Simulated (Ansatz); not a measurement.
Working through a short molecular-dynamics run of Cl2Sn, SMILES [Cl][Sn][Cl]

With Ansatz's Python interface.

Notebook, run cell by cell (the value of a cell's last expression is shown):

**Cell 1**
```python
import ansatz as az
import numpy as np
```

**Cell 2**
```python
GEOMETRY = """
Cl    1.17640    1.36750    0.78370
Sn   -0.71700    0.45000   -0.34060
Cl   -0.47030   -1.88230   -0.45630
"""

cl2sn = az.Crystal.molecule()
for line in GEOMETRY.strip().splitlines():
    symbol, *xyz = line.split()
    cl2sn = cl2sn.atom(symbol, [float(v) for v in xyz])
```

**Cell 3**
```python
model = (
    cl2sn.calculation()
    .basis(gaussian="def2-SVP")
    .functional("HF")
)
symbols = [site.symbol for site in cl2sn.cartesian_sites]
start = np.array([site.position_ang for site in cl2sn.cartesian_sites], dtype=float)
r = model.relax(force_tolerance=0.02).run(threads=1).report
end = np.array(r["positions_ang"])
minimum = az.Crystal.molecule()
for symbol, place in zip(symbols, end):
    minimum = minimum.atom(symbol, place.tolist())
```

**Cell 4**
```python
# dynamics from the relaxed geometry
model = minimum.calculation()
model = model.basis(gaussian="def2-SVP")
model = model.functional("HF").md("nve", timestep=0.5, steps=20, temperature=300, initial_velocities="maxwell_boltzmann", seed=90)
frames = []
outcome = model.session().plan().execute(on_event=lambda e: frames.append(e["data"]) if e["event"] == "md_step" else None)
print("t (fs)   E_pot (eV)      E_kin (eV)   T (K)   d(0-1) (A)")
for f in frames[::2]:
    xyz = np.array(f["positions_ang"])
    print(f"{f['time_fs']:6.2f} {f['lagrangian_ev']:14.5f} {f['e_kin_ev']:10.5f} {f['temperature_k']:8.1f} {np.linalg.norm(xyz[0] - xyz[1]):9.4f}")
kept = np.array([f["conserved_ev"] for f in frames])
print(f"conserved energy moves by at most {1000 * np.ptp(kept):.3f} meV")
```
Output:
```text
t (fs)   E_pot (eV)      E_kin (eV)   T (K)   d(0-1) (A)
  0.00   -30807.91069    0.03878    300.0    2.3900
  1.00   -30807.91053    0.03862    298.7    2.3942
  2.00   -30807.91005    0.03813    295.0    2.3983
  3.00   -30807.90926    0.03734    288.9    2.4024
  4.00   -30807.90818    0.03626    280.5    2.4064
  5.00   -30807.90682    0.03491    270.1    2.4104
  6.00   -30807.90523    0.03331    257.7    2.4142
  7.00   -30807.90341    0.03150    243.7    2.4180
  8.00   -30807.90142    0.02950    228.3    2.4216
  9.00   -30807.89927    0.02736    211.7    2.4251
 10.00   -30807.89702    0.02511    194.2    2.4285
conserved energy moves by at most 0.004 meV
```

Reading the output:
- The settings weren't tested for convergence.
- The trajectory is only some femtoseconds long, so its temperature is not equilibrated; where the script doesn't relax first, it starts from a rough generated geometry.
- def2 sets replace the cores of elements past krypton by effective core potentials.
- The temperature counts the internal degrees of freedom alone.
- Finished in 20 s on 1 thread of Arm Neoverse V2, with other jobs on the host, peak memory 0.19 GiB.
